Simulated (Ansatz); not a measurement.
# AgF₃H₆NPSi₂: one species, many methods

One table from this session's results is given with a row withheld; the runs are named, their logs left out.

Computed with Ansatz 0.2.0, Gaussian basis. Level: functionals in def2-TZVPP, the program's frozen cores in correlated methods.

The runs, in order: LDA (SPW92), PBE-D4, revPBE-D4, BLYP-D4, r2SCAN-D4, B97M-V, PBE0-D4, B3LYP-D4, r2SCANh-D4, r2SCAN0-D4, HSE06-D4, BHLYP-D4, CAM-B3LYP-D4, LC-ωPBE, ωB97X-V, ωB97M-V, B2PLYP, PBE-QIDH; CCSD(T)/def2-SVP; CCSD(T)/def2-TZVPP; MP2/def2-QZVPP; extrapolation to the limit; RPA on PBE.

**Structure used throughout**

The geometry comes from an earlier relaxation with PBE0-D4 in a triple-zeta def2 set; it is a stationary point, not always the lowest conformer. Ag takes the def2 core potential; no spin-orbit term is included.

SMILES `F[P+](F)(F)[Ag-][N]([SiH3])[SiH3]`, 14 atoms, charge 0, spin multiplicity 1.

Atoms are counted from 1 here; the program's logs count them from 0.

Bond lengths: F1–P2 1.547 Å, P2–F3 1.547 Å, P2–F4 1.546 Å, P2–Ag5 2.261 Å, Ag5–N6 2.025 Å, N6–Si7 1.708 Å, N6–Si8 1.709 Å, Si7–H9 1.494 Å, Si7–H10 1.495 Å, Si7–H11 1.495 Å, Si8–H12 1.494 Å, Si8–H13 1.495 Å, Si8–H14 1.495 Å. Angles: F1–P2–F3 99.5°, F1–P2–F4 99.8°, F1–P2–Ag5 118.3°, F3–P2–F4 99.8°, F3–P2–Ag5 118.2°, F4–P2–Ag5 117.6°, P2–Ag5–N6 179.8°, Ag5–N6–Si7 117.6°, Ag5–N6–Si8 117.4°, Si7–N6–Si8 124.9°, N6–Si7–H9 110.0°, N6–Si7–H10 112.7°, N6–Si7–H11 113.1°, H9–Si7–H10 107.3°, H9–Si7–H11 106.9°, H10–Si7–H11 106.5°, N6–Si8–H12 109.9°, N6–Si8–H13 113.2° and more.

The first run:

Contents of in.yaml:

```yaml
crystal:
  periodic: [false, false, false]
  atoms:
    - {symbol: F, position_ang: [-4.032371, 0.985612, 1.020466]}
    - {symbol: P, position_ang: [-2.620228, 1.528482, 1.341777]}
    - {symbol: F, position_ang: [-2.715860, 1.591175, 2.884107]}
    - {symbol: F, position_ang: [-2.828905, 3.022505, 1.003172]}
    - {symbol: Ag, position_ang: [-0.836279, 0.486420, 0.422855]}
    - {symbol: N, position_ang: [0.757830, -0.449689, -0.402899]}
    - {symbol: Si, position_ang: [1.758742, 0.461154, -1.445705]}
    - {symbol: Si, position_ang: [1.018443, -2.083585, 0.023135]}
    - {symbol: H, position_ang: [1.182837, 1.825759, -1.643097]}
    - {symbol: H, position_ang: [1.900863, -0.160785, -2.797305]}
    - {symbol: H, position_ang: [3.144736, 0.645842, -0.916794]}
    - {symbol: H, position_ang: [-0.097255, -2.568026, 0.891358]}
    - {symbol: H, position_ang: [2.286869, -2.297728, 0.784651]}
    - {symbol: H, position_ang: [1.080576, -2.987136, -1.165732]}
basis:
  gaussian: {orbitals: def2-TZVPP}
hamiltonian: {xc: lda}
output: {orbitals: {seedname: orbitals}}
```

Started as:

```bash
$ ansatz run in.yaml --threads 4 --pin off --events-out ev --progress --plain --max-ram 66560MiB --backend cuda --devices 0, --max-vram 37GiB
```

Steps of the session up to this table: LDA; PBE-D4 (GGA); revPBE-D4 (GGA); BLYP-D4 (GGA); r2SCAN-D4 (meta-GGA); B97M-V (meta-GGA); PBE0-D4 (hybrid); B3LYP-D4 (hybrid); r2SCANh-D4 (hybrid); r2SCAN0-D4 (hybrid); HSE06-D4 (hybrid); BHLYP-D4 (hybrid); CAM-B3LYP-D4 (range-separated); LC-ωPBE (range-separated); ωB97X-V (range-separated); ωB97M-V (range-separated); B2PLYP (double hybrid); PBE-QIDH (double hybrid).

One table of the session follows, with a row left open; its other results are not shown here.

It belongs to the step «Frontier levels by functional». 

```
  functional  HOMO (eV)  LUMO (eV)  gap (eV)
 LDA (SPW92)      -5.68      -2.90      2.78
      PBE-D4      -5.51      -2.61      2.90
   revPBE-D4      -5.43      -2.49      2.95
     BLYP-D4      -5.38      -2.48      2.90
   r2SCAN-D4          ?          ?         ?
      B97M-V      -5.83      -2.54      3.29
     PBE0-D4      -6.62      -1.83      4.78
    B3LYP-D4      -6.43      -2.04      4.39
  r2SCANh-D4      -6.14      -2.14      3.99
  r2SCAN0-D4      -6.78      -1.72      5.06
    HSE06-D4      -6.22      -2.20      4.02
    BHLYP-D4      -7.68      -1.01      6.67
CAM-B3LYP-D4      -7.91      -0.86      7.05
     LC-ωPBE      -9.19       0.28      9.47
     ωB97X-V      -8.87       0.15      9.02
     ωB97M-V      -8.81      -0.09      8.72
```

Q: Estimate the row for r2SCAN-D4 from the others.

Worked estimate for «HOMO (eV)». Against the share of exact exchange, r2SCANh-D4 (0.1, -6.14), r2SCAN0-D4 (0.25, -6.78) give a slope of -4.27 per unit share; at 0 the line stands at -5.71.

As computed: HOMO (eV): -5.72; LUMO (eV): -2.43; gap (eV): 3.29. In «HOMO (eV)» the line misses by +0.01.
